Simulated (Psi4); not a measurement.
# InPH4O (SMILES O[PH][InH2]), step by step

Aim: a structure relaxation (singlet InPH4O, PBE0/def2-TZVPD), then a single-point energy (doublet InPH4O+, UPBE0/def2-TZVPD), then a geometry optimisation (doublet InPH4O+, UPBE0/def2-TZVPD), then the energy (doublet InPH4O−, UPBE0/def2-TZVPD) of H4InOP. 

Program for the calculation: Psi4 1.11.

## (1) The structure to begin with

InPH4O: 7 atoms, total charge 0, spin state singlet. SMILES: `O[PH][InH2]`. Geometry: relaxed at PBE0-D4/def2-TZVP. This is one conformer, not always the lowest. The run starts from this shape.

Bond lengths: O1–P2 1.670 Å, P2–In3 2.503 Å, O1–H4 0.960 Å, P2–H5 1.430 Å, In3–H6 1.723 Å, In3–H7 1.728 Å. Angles: O1–P2–In3 100.9°, O1–P2–H5 100.1°, In3–P2–H5 92.3°, P2–O1–H4 109.0°, P2–In3–H6 120.5°, P2–In3–H7 117.4°, H6–In3–H7 122.0°.

## (2) A geometry optimisation at PBE0/def2-TZVPD (density fitting, core potential) (run 1)

Input file input.dat:

```
memory 1600 mb

molecule geom {
  0 1
  O     -1.844500     0.146900     0.079200
  P     -0.622800    -0.370000    -0.935500
  In     1.396900     0.365900     0.345900
  H     -2.634300     0.311800    -0.441900
  H     -0.483700    -1.722100    -0.492200
  H      1.278200     1.623200     1.518000
  H      2.910100    -0.355700    -0.073500
  units angstrom
  symmetry c1
}

set {
  reference rks
}

energy_value, wavefunction = opt("pbe0/def2-TZVPD", return_wfn=True)
print_variables()
```

Started as:

```bash
$ psi4 -i input.dat -o output.dat -n 1
```

output.dat:

```text
[...]
  Running in c1 symmetry.
[...]
  Nuclear repulsion =  173.838427949718067
[...]
  Multiplicity = 1
[...]
  Nalpha       = 24
  Nbeta        = 24
[...]
    Number of basis functions: 175
[...]
   @DF-RKS iter   1:  -608.63252360046886   -7.71591e-01   4.84636e-03 ADIIS/DIIS
[...]
   @DF-RKS iter   6:  -608.93608866515524   -9.77707e-12   3.74391e-09 DIIS
[...]
    Orbital Energies [Eh]
    ---------------------
    Doubly Occupied:
       1A    -77.230818     2A    -19.226828     3A     -6.623802
       4A     -4.761227     5A     -4.757662     6A     -4.755655
       7A     -4.716640     8A     -3.117899     9A     -3.106386
      10A     -3.105469    11A     -1.052778    12A     -0.788886
      13A     -0.782245    14A     -0.780818    15A     -0.778931
      16A     -0.778348    17A     -0.639734    18A     -0.500579
      19A     -0.439531    20A     -0.424499    21A     -0.377477
      22A     -0.304019    23A     -0.292855    24A     -0.240261
[...]
  @DF-RKS Final Energy:  -608.93608866515524
   => Energetics <=
    Nuclear Repulsion Energy =            173.6193640080328748
    One-Electron Energy =               -1259.2588423317924935
    Two-Electron Energy =                 514.5313737450371718
    DFT Exchange-Correlation Energy =     -37.8279840864327284
    Empirical Dispersion Energy =           0.0000000000000000
    VV10 Nonlocal Energy =                  0.0000000000000000
    Total Energy =                       -608.9360886651552391
[...]
 Multipole Moments:
 ------------------------------------------------------------------------------------
     Multipole            Electronic (a.u.)      Nuclear  (a.u.)        Total (a.u.)
 ------------------------------------------------------------------------------------
 L = 1.  Multiply by 2.5417464519 to convert [e a0] to [Debye]
 Dipole X            :         49.6733831          -49.8687407           -0.1953575
 Dipole Y            :         11.9416074          -11.9434852           -0.0018778
 Dipole Z            :         17.4261598          -17.5529085           -0.1267486
 Magnitude           :                                                    0.2328805
[...]
  -Total Gradient:
     Atom            X                  Y                   Z
    ------   -----------------  -----------------  -----------------
       1       -0.000003947954     0.000026796652     0.000016492641
       2       -0.000016351341     0.000007298879    -0.000043491362
       3       -0.000018588066    -0.000030657025    -0.000034698254
       4       -0.000021092218    -0.000002434902     0.000002984411
       5        0.000013546724     0.000002377968    -0.000026426309
       6       -0.000012698579     0.000001235198     0.000014191196
       7        0.000020821127     0.000046573591     0.000023644688
[...]
    Final optimized geometry and variables:
    Molecular point group: c1
    Full point group: C1
    Geometry (in Angstrom), charge = 0, multiplicity = 1:
    O           -2.531896556082    -0.046207830374    -0.004760427799
    P           -1.304319637790    -0.570344462917    -1.010251112805
    IN           0.718602686860     0.168336768083     0.271155293757
    H           -3.322150172753     0.114974248637    -0.526692536449
    H           -1.168363726403    -1.918654741675    -0.554289400669
    H            0.598406508957     1.418516773825     1.451575541078
    H            2.232016903598    -0.545299020178    -0.161603796348
  Variable Map:
  ----------------------------------------------------------------------------
  "CURRENT ENERGY"              =>    -608.936088665155
[...]
```

Standard output:

```text
Optimizer: Optimization complete!
```

Wall time 2.2 min (1 thread of Intel Xeon Platinum 8259CL at 2.50GHz (Skylake/Cascade Lake), shared host); peak memory 1.1 GiB.

Step by step:

```
step  energy from the first frame kept (eV)  largest force (eV/Å)
   0                                 0.0000                0.0345
   1                                 0.0031                0.1309
   2                                 0.0024                0.0897
   3                                 0.0011                0.0273
   4                                 0.0001                0.0077
   5                                -0.0002                0.0058
   6                                -0.0002                0.0029
```

After the run. Bond lengths: O1–P2 1.671 Å, P2–In3 2.506 Å, O1–H4 0.961 Å, P2–H5 1.430 Å, In3–H6 1.724 Å, In3–H7 1.728 Å. Angles: O1–P2–In3 101.1°, O1–P2–H5 100.0°, In3–P2–H5 92.2°, P2–O1–H4 109.3°, P2–In3–H6 120.5°, P2–In3–H7 117.2°, H6–In3–H7 122.1°.

## (3) The doublet cation: the energy at UPBE0/def2-TZVPD (density fitting, core potential) (run 2)

Input file h4inop.in:

```
memory 1600 mb

molecule geom {
  1 2
  O     -3.49980302     0.28615934     0.13396080
  P     -1.18001869    -0.70431415    -1.76614182
  In     2.64274986     0.69159063     0.65536458
  H     -4.99316665     0.59074917    -0.85234774
  H     -0.92309909    -3.25225268    -0.90449851
  H      2.41561234     3.05408844     2.88603698
  H      5.50268972    -0.65698596    -0.16243141
  units au
  symmetry c1
}

set {
  basis     def2-TZVPD
  reference uks
}

e_tot, wfn = energy('pbe0', return_wfn=True)
```

Started as:

```bash
$ psi4 -i h4inop.in -o h4inop.out -n 1
```

h4inop.out:

```text
[...]
    !!!  WARNING: ECP capability is in beta. Please check occupations closely.  !!!
[...]
  Running in c1 symmetry.
[...]
  Nuclear repulsion =  173.619369601332380
[...]
  Multiplicity = 2
[...]
  Nalpha       = 24
  Nbeta        = 23
[...]
    Number of basis functions: 175
[...]
   @DF-UKS iter   1:  -608.34462430608494   -4.66278e-01   4.52198e-03 DIIS/ADIIS
[...]
   @DF-UKS iter  11:  -608.62468307478991   -6.59425e-07   8.01910e-07 DIIS
[...]
   @S^2 Observed:                7.577913165E-01
[...]
    Orbital Energies [Eh]
    ---------------------
    Alpha Occupied:
       1A    -77.506177     2A    -19.456130     3A     -6.896550
       4A     -5.037268     5A     -5.031381     6A     -5.027339
       7A     -4.931755     8A     -3.331343     9A     -3.325619
      10A     -3.318107    11A     -1.278777    12A     -1.005709
      13A     -0.999459    14A     -0.995377    15A     -0.994121
      16A     -0.991330    17A     -0.885926    18A     -0.733904
      19A     -0.663835    20A     -0.648779    21A     -0.594487
      22A     -0.526041    23A     -0.498819    24A     -0.495543
    Alpha Virtual:
      25A     -0.257455    26A     -0.232876    27A     -0.205351
[...]
  @DF-UKS Final Energy:  -608.62468307478991
   => Energetics <=
    Nuclear Repulsion Energy =            173.6193696013323802
    One-Electron Energy =               -1248.2491233647876925
    Two-Electron Energy =                 503.6153340429804643
    DFT Exchange-Correlation Energy =     -37.6102633543150873
    Empirical Dispersion Energy =           0.0000000000000000
    VV10 Nonlocal Energy =                  0.0000000000000000
    Total Energy =                       -608.6246830747898002
[...]
 Multipole Moments:
 ------------------------------------------------------------------------------------
     Multipole            Electronic (a.u.)      Nuclear  (a.u.)        Total (a.u.)
 ------------------------------------------------------------------------------------
 L = 1.  Multiply by 2.5417464519 to convert [e a0] to [Debye]
 Dipole X            :         48.5795535          -49.8687337           -1.2891802
 Dipole Y            :         11.4473800          -11.9434867           -0.4961067
 Dipole Z            :         16.6144533          -17.5528961           -0.9384428
 Magnitude           :                                                    1.6699648
[...]
```

Wall time 25 s (1 thread of Intel Xeon Platinum 8259CL at 2.50GHz (Skylake/Cascade Lake), shared host); peak memory 0.95 GiB.

## (4) The doublet cation: a geometry optimisation at UPBE0/def2-TZVPD (density fitting, core potential) (run 3)

Input file calc.inp:

```
memory 1600 MB

molecule {
  1 2
  O     -1.852016     0.151429     0.070889
  P     -0.624439    -0.372707    -0.934602
  In     1.398483     0.365974     0.346804
  H     -2.642270     0.312611    -0.451043
  H     -0.488483    -1.721018    -0.478640
  H      1.278287     1.616154     1.527225
  H      2.911898    -0.347662    -0.085955
  symmetry c1
}

set globals {
  basis def2-TZVPD
  reference uks
  geom_maxiter 50
}

result, w = opt('pbe0', return_wfn=True)
```

Started as:

```bash
$ psi4 -n 1 calc.inp calc.out
```

calc.out:

```text
[...]
  Running in c1 symmetry.
[...]
  Nuclear repulsion =  173.619369657547878
[...]
  Multiplicity = 2
[...]
  Nalpha       = 24
  Nbeta        = 23
[...]
    Number of basis functions: 175
[...]
   @DF-UKS iter   1:  -608.35312549904666   -5.05819e-01   4.50233e-03 ADIIS/DIIS
[...]
   @DF-UKS iter   7:  -608.65760995562925   -1.01181e-11   4.94164e-09 DIIS
[...]
   @S^2 Observed:                7.567742123E-01
[...]
    Orbital Energies [Eh]
    ---------------------
    Alpha Occupied:
       1A    -77.467768     2A    -19.450212     3A     -6.859978
       4A     -4.999473     5A     -4.995769     6A     -4.991131
       7A     -4.929445     8A     -3.328742     9A     -3.323479
      10A     -3.315751    11A     -1.283934    12A     -0.999716
      13A     -0.996399    14A     -0.995846    15A     -0.989399
      16A     -0.986959    17A     -0.869378    18A     -0.741972
      19A     -0.649260    20A     -0.620725    21A     -0.601260
      22A     -0.524404    23A     -0.520081    24A     -0.436236
    Alpha Virtual:
      25A     -0.248510    26A     -0.207164    27A     -0.195221
[...]
  @DF-UKS Final Energy:  -608.65760995562925
   => Energetics <=
    Nuclear Repulsion Energy =            166.7322053430621622
    One-Electron Energy =               -1235.0529040549238289
    Two-Electron Energy =                 497.2902028180666889
    DFT Exchange-Correlation Energy =     -37.6271140618341775
    Empirical Dispersion Energy =           0.0000000000000000
    VV10 Nonlocal Energy =                  0.0000000000000000
    Total Energy =                       -608.6576099556291410
[...]
 Multipole Moments:
 ------------------------------------------------------------------------------------
     Multipole            Electronic (a.u.)      Nuclear  (a.u.)        Total (a.u.)
 ------------------------------------------------------------------------------------
 L = 1.  Multiply by 2.5417464519 to convert [e a0] to [Debye]
 Dipole X            :         56.1452813          -57.2213703           -1.0760890
 Dipole Y            :         13.1625135          -13.9504457           -0.7879322
 Dipole Z            :         21.2717973          -21.6631372           -0.3913399
 Magnitude           :                                                    1.3899466
[...]
  -Total Gradient:
     Atom            X                  Y                   Z
    ------   -----------------  -----------------  -----------------
       1        0.000049508158     0.000006976058    -0.000047010965
       2       -0.000065095635     0.000069264571     0.000082726651
       3        0.000052274412    -0.000019205805    -0.000022336545
       4        0.000002879372    -0.000041125337    -0.000015803034
       5        0.000052572075    -0.000006248423    -0.000016739174
       6       -0.000002931907    -0.000016406835    -0.000009069261
       7        0.000005628474     0.000014906125     0.000001150347
[...]
    Final optimized geometry and variables:
    Molecular point group: c1
    Full point group: C1
    Geometry (in Angstrom), charge = 1, multiplicity = 2:
    O           -2.772679775015     0.015709240924    -0.358742135236
    P           -1.455091710829    -0.633239775426    -0.975638745257
    IN           0.806313351103     0.185154588140     0.318639264927
    H           -3.605367991464    -0.472829254912    -0.419880154591
    H           -1.758936067651    -2.008982930072    -1.145504469766
    H            0.235894718246     1.513119561872     1.170446650183
    H            1.923397715379    -0.928888965639    -0.255606846540
    Psi4 run time: 0:10:38.79
[...]
```

On the terminal:

```text
Optimizer: Optimization complete!
```

It took 11 min on 1 thread of Intel Xeon Platinum 8259CL at 2.50GHz (Skylake/Cascade Lake), shared host; peak memory 1.1 GiB.

Steps, from the record of the run:

```
step  energy from the first frame kept (eV)  largest force (eV/Å)
   0                                 0.0000                2.4100
   1                                -0.3581                1.2380
   2                                -0.5630                2.3028
   3                                -0.5933                0.9010
   4                                -0.6809                1.1341
   5                                -0.7214                0.3006
   6                                -0.7309                0.1521
   7                                -0.7393                0.4904
   8                                -0.7794                0.4899
   9                                -0.1700                2.9069
  10                                -0.5001                1.1449
  11                                -0.7541                0.4077
  12                                -0.8496                0.3205
  13                                -0.8713                0.6314
  14                                -0.8554                0.5994
  15                                -0.8884                0.1648
  16                                -0.8932                0.0869
  17                                -0.8943                0.0847
  18                                -0.8956                0.0430
  19                                -0.8959                0.0273
  20                                -0.8960                0.0147
  21                                -0.8960                0.0065
```

After the run. Bond lengths: O1–P2 1.593 Å, P2–In3 2.731 Å, O1–H4 0.967 Å, P2–H5 1.419 Å, In3–H6 1.678 Å, In3–H7 1.679 Å. Angles: O1–P2–In3 112.3°, O1–P2–H5 105.3°, In3–P2–H5 121.6°, P2–O1–H4 118.8°, P2–In3–H6 101.3°, P2–In3–H7 101.0°, H6–In3–H7 157.7°.

## (5) The doublet anion: a single-point energy at UPBE0/def2-TZVPD (density fitting, core potential) (run 4)

Input file calc.in:

```
memory 1.6 GB

molecule system {
  -1 2
  O
  P 1 R2
  In 2 R3 1 A3
  H 1 R4 2 A4 3 D4
  H 2 R5 1 A5 4 D5
  H 3 R6 2 A6 5 D6
  H 3 R7 6 A7 2 D7

  R2 = 1.67113
  R3 = 2.505966
  A3 = 101.12006
  R4 = 0.960674
  A4 = 109.2686
  D4 = 153.47362
  R5 = 1.4298
  A5 = 100.00529
  D5 = -112.27394
  R6 = 1.723598
  A6 = 120.51134
  D6 = -121.73733
  R7 = 1.728289
  A7 = 122.14423
  D7 = 175.53723
  units angstrom
  symmetry c1
}

set globals {
  reference uks
}

result, w = energy('pbe0/def2-TZVPD', return_wfn=True)
print_variables()
```

Started as:

```bash
$ psi4 -i calc.in -o calc.out -n 1
```

calc.out:

```text
[...]
    !!!  WARNING: ECP capability is in beta. Please check occupations closely.  !!!
[...]
  Running in c1 symmetry.
[...]
  Nuclear repulsion =  173.619362307417873
[...]
  Multiplicity = 2
[...]
  Nalpha       = 25
  Nbeta        = 24
[...]
    Number of basis functions: 175
[...]
   @DF-UKS iter   1:  -608.46409840259309   -5.90560e-01   5.52263e-03 ADIIS/DIIS
[...]
   @DF-UKS iter  10:  -608.94902926472128   -2.10855e-07   6.01750e-07 DIIS
[...]
   @S^2 Observed:                7.542285562E-01
[...]
    Orbital Energies [Eh]
    ---------------------
    Alpha Occupied:
       1A    -77.063642     2A    -19.075506     3A     -6.456614
       4A     -4.594607     5A     -4.590500     6A     -4.587924
       7A     -4.509312     8A     -2.905423     9A     -2.901648
      10A     -2.900459    11A     -0.901890    12A     -0.578527
      13A     -0.576792    14A     -0.576614    15A     -0.573298
      16A     -0.571627    17A     -0.478627    18A     -0.345133
      19A     -0.275432    20A     -0.260443    21A     -0.214436
      22A     -0.131786    23A     -0.121890    24A     -0.074352
      25A      0.041921
    Alpha Virtual:
[...]
  @DF-UKS Final Energy:  -608.94902926472128
   => Energetics <=
    Nuclear Repulsion Energy =            173.6193623074178731
    One-Electron Energy =               -1267.9092290131973186
    Two-Electron Energy =                 523.2975865856483324
    DFT Exchange-Correlation Energy =     -37.9567491445902903
    Empirical Dispersion Energy =           0.0000000000000000
    VV10 Nonlocal Energy =                  0.0000000000000000
    Total Energy =                       -608.9490292647212755
[...]
 Multipole Moments:
 ------------------------------------------------------------------------------------
     Multipole            Electronic (a.u.)      Nuclear  (a.u.)        Total (a.u.)
 ------------------------------------------------------------------------------------
 L = 1.  Multiply by 2.5417464519 to convert [e a0] to [Debye]
 Dipole X            :         -1.3071740            1.2184919           -0.0886821
 Dipole Y            :        -48.5031133           49.3734749            0.8703615
 Dipole Z            :         21.9422895          -22.3252648           -0.3829752
 Magnitude           :                                                    0.9550203
[...]
```

Wall time 24 s (1 thread of Intel Xeon Platinum 8259CL at 2.50GHz (Skylake/Cascade Lake), shared host); peak memory 0.96 GiB.

## (6) Results

| quantity | value |
| --- | --- |
| run 1, PBE0/def2-TZVPD: total energy at the end | -608.93609 Eh |
| run 1, PBE0/def2-TZVPD: dipole moment | 0.59 D |
| run 1, PBE0/def2-TZVPD: HOMO energy | -6.54 eV |
| run 1, PBE0/def2-TZVPD: LUMO energy | -1.82 eV |
| run 1, PBE0/def2-TZVPD: HOMO–LUMO gap | 4.71 eV |
| doublet cation, run 2: total energy | -608.62468 Eh |
| doublet cation, run 2: HOMO energy (highest over α and β) | -13.25 eV |
| doublet cation, run 2: LUMO energy (lowest over α and β) | -10.39 eV |
| doublet cation, run 2: ⟨S²⟩ | 0.758 |
| doublet cation, run 3: total energy at the end | -608.65761 Eh |
| doublet cation, run 3: HOMO energy (highest over α and β) | -11.87 eV |
| doublet cation, run 3: LUMO energy (lowest over α and β) | -8.41 eV |
| doublet cation, run 3: ⟨S²⟩ | 0.757 |
| doublet anion: total energy | -608.94903 Eh |
| doublet anion: HOMO energy (highest over α and β) | 1.14 eV |
| doublet anion: LUMO energy (lowest over α and β) | 2.81 eV |
| doublet anion: ⟨S²⟩ | 0.754 |
| adiabatic ionisation energy (to the doublet cation, no zero-point term) | 7.578 eV |

The adiabatic ionisation energy (to the doublet cation, no zero-point term) is 7.58 eV (175 kcal/mol). The optimisation (run 1, PBE0/def2-TZVPD) took 7 steps and changed the energy by -0.000 eV. The optimisation (doublet cation, run 3) took 22 steps and changed the energy by -0.896 eV. The HOMO (doublet anion) lies at positive energy, 1.14 eV; only total energies tell whether the electron is bound.
